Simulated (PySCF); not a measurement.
# C7H9NS (4-(methylthio)aniline): the cost of one run

Computed with PySCF 2.14.0 and routines of our own; the level stands in each step. Atoms count from 0.

## 1. The system as given

18 atoms, charge 0, multiplicity 1; geometry from: GFN2-xTB.

## 2. Geometry optimisation at PBE0-D3(BJ)/def2-SVP

The job: settings as JSON, then the geometry in Å.

```
{"job": {"xc": "PBE0", "basis": "def2-SVP", "d3": "d3bj", "grid": 2, "kind": "geom"}, "charge": 0, "multiplicity": 1}
C      3.381729    -0.179739    -0.621099
S      2.396380    -0.562892     0.857912
C      0.736282    -0.254041     0.313855
C      0.348027    -0.312277    -1.016265
C     -0.965161    -0.064979    -1.365202
C     -1.921635     0.232240    -0.395746
N     -3.215656     0.555090    -0.756379
C     -1.523473     0.268464     0.942105
C     -0.211722     0.032678     1.290582
H      3.035589     0.756264    -1.048768
H      4.407179    -0.078890    -0.279922
H      3.315313    -0.988939    -1.342768
H      1.058646    -0.554201    -1.790978
H     -1.258723    -0.105547    -2.404601
H     -3.910476     0.475090    -0.031577
H     -3.519318     0.231030    -1.660476
H     -2.253221     0.492032     1.706969
H      0.091481     0.064935     2.325941
```

On the command line:

```sh
$ OMP_NUM_THREADS=1 python excited_run.py task.json out
```

The driver reads the jobs from task.json and runs them one after another.

Q: Estimate the wall time and peak memory of this first job on 1 thread of Arm Neoverse V1, shared host.

About 2.9 min, with a peak of 0.81 GiB.
